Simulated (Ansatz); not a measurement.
# BBr2Cl: how energies converge with the basis set

One table from this session's results is given with a row withheld; the runs are named, their logs left out.

Computed with Ansatz 0.2.0, Gaussian basis. Level: one geometry, several basis sets.

Plan: PBE0-D4/def2-SVP; ωB97M-V/def2-SVP; PBE0-D4/def2-QZVPP; ωB97M-V/def2-QZVPP; the functionals' def2-TZVPP values are taken from earlier runs.

### The geometry

All runs share one geometry, relaxed beforehand with PBE0-D4 in a triple-zeta def2 set.

4 atoms, charge 0, spin multiplicity 1.

Atoms are counted from 1 here; the program's logs count them from 0.

Bond lengths: Cl1–B2 1.732 Å, B2–Br3 1.899 Å, B2–Br4 1.899 Å. Angles: Cl1–B2–Br3 120.0°, Cl1–B2–Br4 120.0°, Br3–B2–Br4 119.9°.

Set-up of the first run:

The input, in.yaml:

```yaml
crystal:
  periodic: [false, false, false]
  atoms:
    - {symbol: Cl, position_ang: [-0.177931, -1.665570, 0.617919]}
    - {symbol: B, position_ang: [0.009307, -0.054394, 0.009741]}
    - {symbol: Br, position_ang: [1.293322, 1.110771, 0.783900]}
    - {symbol: Br, position_ang: [-1.069198, 0.548893, -1.431960]}
basis:
  gaussian: {orbitals: def2-SVP}
hamiltonian: {xc: pbe0, dispersion: d4}
output: {orbitals: {seedname: orbitals}}
```

On the command line:

```console
$ ansatz run in.yaml --threads 4 --pin off --events-out ev --progress --plain --max-ram 10444MiB
```

Steps of the session up to this table: PBE0-D4 in def2-SVP; ωB97M-V in def2-SVP; PBE0-D4 in def2-QZVPP; ωB97M-V in def2-QZVPP.

One of the session's tables, all rows but one given; the rest of the session is left out.

It belongs to the step «Functionals by basis». 

```
functional       basis  HOMO (eV)  LUMO (eV)
   PBE0-D4    def2-SVP      -8.33      -1.77
   PBE0-D4  def2-TZVPP          ?          ?
   PBE0-D4  def2-QZVPP      -8.47      -2.01
   ωB97M-V    def2-SVP     -10.50       0.34
   ωB97M-V  def2-TZVPP     -10.65       0.10
   ωB97M-V  def2-QZVPP     -10.67       0.04
```

**Question.** Estimate the row for PBE0-D4, def2-TZVPP.

As computed: HOMO (eV): -8.45; LUMO (eV): -1.97. In the column «HOMO (eV)» it lies between PBE0-D4, def2-QZVPP (-8.47) and PBE0-D4, def2-SVP (-8.33).
